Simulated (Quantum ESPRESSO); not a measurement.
# TiCo under changes of volume

One of the cells (13.580 Å³/atom); the others are scaled copies at fixed shape and fractional positions:

```
Co Ti
1.0
     3.00589    0.00000    0.00000
     0.00000    3.00589    0.00000
     0.00000    0.00000    3.00589
Co Ti
1 1
Direct
  0.50000 0.50000 0.50000
  0.00000 0.00000 0.00000
```

The cell comes from a database or a generator and needn't be the stable form of this composition.

```yaml
Program: Quantum ESPRESSO 7.5
Functional: LDA
Potentials_or_basis: GBRV 1.5 LDA
Cutoff: 762 eV
Density_cutoff: 6095 eV
k_mesh: 9 × 9 × 9
Occupations: fermi-dirac, width 0.05 eV
Spin: collinear spin, ferromagnetic start
Starting_moments: "[2.0, 1.0] μB"
```

| volume (Å³/atom) | energy over the lowest point (meV/atom) | pressure (GPa) | moment (μB per cell) |
| --- | --- | --- | --- |
| 13.047 | 0.00 | -11.7 | 0.47 |
| 13.313 | 22.07 | -14.8 | 0.49 |
| 13.580 | ? | ? | ? |
| 13.846 | 80.07 | -19.9 | 0.54 |
| 14.112 | 114.88 | -21.9 | 0.56 |

What does the run at 13.580 Å³/atom give?

Energy over the lowest point 48.94 meV/atom; pressure -17.5 GPa; moment 0.51 μB per cell.

Worked out: A Birch-Murnaghan fit of order 2 (a polynomial in V^(-2/3)) to the other rows has no minimum within the range. It gives 49.00 meV/atom at 13.580 Å³/atom, against the run's 48.94, and -dE/dV = -17.5 GPa, against -17.5. A straight line through the other rows of the moment, of slope 0.0864 μB per Å³/atom, gives 0.52 μB, against the run's 0.51.

Energies are extrapolated to zero smearing.
